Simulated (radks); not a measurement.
**Fractional charge and spin in the 5p shell of erbium**

An exercise on one series of results from a longer session: the logs are not shown, and one member is left open.

The numbers are computed with radks (a radial shooting solver on a logarithmic mesh, Libxc functionals) version 1 (scalar-relativistic Kohn-Sham, SCAN, spin-polarised, spherical densities, finite nucleus), except any that are marked as measured or tabulated.

**Starting point**

- element: erbium (Z = 68)
- configuration: [Kr] 4d10 4f(up 6, down 6) 5s2 5p(up 3, down 3)
- nuclear rms radius: 5.2516 fm

A shell typed twice in an input gives spin up, then spin down.

Set-up of the first run:

The run's settings:

```text
Z 68
configuration [Kr] 4d10 4f6 4f6 5s2 5p3 5p3
relativity scalar-relativistic
functional scan,scan
spin polarised
nucleus finite rms 5.2516 fm
c 137.035999084
```

Steps of the session up to this table: 5p: up 3, down 3.

One table of the session follows, with a row left open; its other results are not shown here.

It belongs to the step «5p: up 3, down 3». Radial moments (bohr):

```
level     <r>  outermost maximum (interpolated)  90 % within  nodes
   3p  0.2243                             0.204        0.336      1
   3d  0.2039                             0.167        0.317      0
   4s  0.5081                             0.474        0.729      3
   4p  0.5389                             0.495        0.784      2
   4d       ?                                 ?            ?      ?
   5s   1.251                              1.11         1.81      4
   5p   1.483                              1.28         2.19      3
   4f  0.8179                             0.510         1.43      0
```

Estimate the missing values for 4d.

**Answer.** <r>: 0.5841; outermost maximum (interpolated): 0.512; 90 % within: 0.879; nodes: 1. In the column «<r>» it lies between 4p (0.5389) and 4f (0.8179).
